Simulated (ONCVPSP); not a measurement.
# Ni: the cost of one run

Program: ONCVPSP 4.0.1.1 (patched build). Reference atom: PBE, scalar-relativistic, spherical and spin-unpolarised. All values are calculated.

## Step 1: The atom and the settings

The settings as typed:

```json
{
 "element": "nickel (Ni, Z = 28)",
 "type": "optimised norm-conserving Vanderbilt (ONCV)",
 "frozen core": "[Ne]",
 "valence charge": "18",
 "reference configuration": "3s2 3p6 3d8 4s2",
 "partial waves": "3s+4s: rc 1.45 bohr, ncon 4, nbas 7, qcut 8 1/bohr, 2 projectors; 3p: rc 1.00 bohr, ncon 4, nbas 7, qcut 15.9 1/bohr, 2 projectors, debl 3.2 Ha; 3d: rc 1.00 bohr, ncon 4, nbas 8, qcut 12.4 1/bohr, 2 projectors, debl 3.5 Ha",
 "local potential": "polynomial inside 0.95 bohr (lpopt 5, dvloc0 0 Ha)",
 "core correction": "not asked for"
}
```

## Step 2: Generation

Ni.dat

```
# ATOM AND REFERENCE CONFIGURATION
# atsym  z   nc   nv     iexc    psfile
  Ni 28.00    3    4        4      upf
#
#   n    l    f
    1    0    2.00
    2    0    2.00
    2    1    6.00
    3    0    2.00
    3    1    6.00
    3    2    8.00
    4    0    2.00
#
# PSEUDOPOTENTIAL AND OPTIMIZATION
# lmax
    2
#
#   l,   rc,      ep,       ncon, nbas, qcut
    0    1.45    0.00    4    7    8.00
    1    1.00    0.00    4    7   15.90
    2    1.00    0.00    4    8   12.40
#
# LOCAL POTENTIAL
# lloc, lpopt,  rc(5),   dvloc0
    4    5    0.95    0.00
#
# VANDERBILT-KLEINMAN-BYLANDER PROJECTORs
# l, nproj, debl
    0    2    3.10
    1    2    3.20
    2    2    3.50
#
# MODEL CORE CHARGE
# icmod, fcfact, rcfact
    0    0.00    0.00
#
# LOG DERIVATIVE ANALYSIS
# epsh1, epsh2, depsh
   -6.00    5.00    0.04
#
# OUTPUT GRID
# rlmax, drl
    6.00    0.01
#
# TEST CONFIGURATIONS
# ncnf
    4
# nvcnf
#   n    l    f
    4
    3    0    2.00
    3    1    6.00
    3    2    8.00
    4    0    1.00
#
    4
    3    0    2.00
    3    1    6.00
    3    2    8.00
    4    0    0.00
#
    4
    3    0    2.00
    3    1    6.00
    3    2    7.00
    4    0    0.00
#
    5
    3    0    2.00
    3    1    6.00
    3    2    7.00
    4    0    2.00
    4    1    1.00
#
```

The run is started by

```console
$ oncvpsp.x < Ni.dat > Ni.out
```

**Question.** How long does this run take on 1 thread of Neoverse-V2, shared host?

About 3.6 s.
